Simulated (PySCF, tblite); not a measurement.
# C₉H₁₀: infrared bands and NMR shifts

What infrared bands and NMR shifts should C₉H₁₀ (`C=CC/C=C1/C=CC1=C`) show?

Programs: tblite 0.8.0 and PySCF 2.14.0, with density-fitted response routines of our own. Each step states its level of theory. These are calculated values for one molecule in the gas phase, unless marked as measured. Atoms are numbered from 0 throughout.

### 1 Starting geometry

19 atoms, charge 0, multiplicity 1; geometry from: GFN2-xTB.

Bonds of the start (Å): C0–C1 1.32, C1–C2 1.50, C2–C3 1.50, C3–C4 1.33, C4–C5 1.47, C5–C6 1.35, C6–C7 1.47, C7–C8 1.32, C7–C4 1.50, C0–H9 1.08, C0–H10 1.08, C1–H11 1.08, C2–H12 1.09, C2–H13 1.09, C3–H14 1.08, C5–H15 1.07, C6–H16 1.07, C8–H17 1.08, C8–H18 1.08.

### 2 Harmonic vibrations with GFN2-xTB

The job: settings as JSON, then the geometry in Å.

```
{"job": {"kind": "ir", "xc": "GFN2-xTB", "basis": "xTB"}, "charge": 0, "multiplicity": 1}
C     -0.312969     3.379438     1.020450
C     -0.202234     2.065069     0.990228
C      0.565344     1.301706    -0.048254
C     -0.373039     0.456212    -0.855441
C     -0.400128    -0.868449    -0.876279
C     -1.211896    -1.874142    -1.582105
C     -0.531568    -2.907473    -1.041301
C      0.348758    -2.015398    -0.266226
C      1.336335    -2.200324     0.592333
H     -0.882876     3.887804     1.779729
H      0.169845     4.007786     0.288976
H     -0.699058     1.452897     1.731985
H      1.081042     2.003735    -0.708863
H      1.306534     0.666800     0.437838
H     -1.097480     1.003018    -1.447408
H     -2.034300    -1.790183    -2.267694
H     -0.590277    -3.976544    -1.124903
H      1.854852    -1.388327     1.071748
H      1.663311    -3.194375     0.850800
```

**Question.** This job is followed by: GIAO PBE0/pcSseg-1 NMR shielding, non-relativistic, gas phase. Predict these results of the whole session: strongest single infrared mode (GFN2-xTB); zero-point energy (GFN2-xTB); ¹³C shifts against TMS (PBE0/pcSseg-1); ¹H shifts against TMS (PBE0/pcSseg-1, means over atoms taken as alike).

The runs gave:

| quantity | value |
| --- | --- |
| strongest single infrared mode (GFN2-xTB) | 3141 cm⁻¹, 61 km/mol |
| zero-point energy (GFN2-xTB) | 96.6 kcal/mol |
| ¹³C shifts against TMS (PBE0/pcSseg-1) | 156.5, 156.4, 153.0, 147.2, 146.7, 121.9, 121.3, 103.1, 39.8 ppm |
| ¹H shifts against TMS (PBE0/pcSseg-1, means over atoms taken as alike) | 7.15, 7.06, 6.04, 5.40, 5.25, 5.25, 5.17, 5.06, 3.08 ppm |

In words: No mode is imaginary among the 51: a minimum at this level. The strongest single mode, at 3141 cm⁻¹, moves mainly H16 and H15. Unscaled tight-binding wavenumbers are off by several per cent, some by more. Its intensities can rank the bands wrongly. At PBE0/pcSseg-1: The widest tensor belongs to C1: span 236 ppm, with a paramagnetic part of -217 ppm.
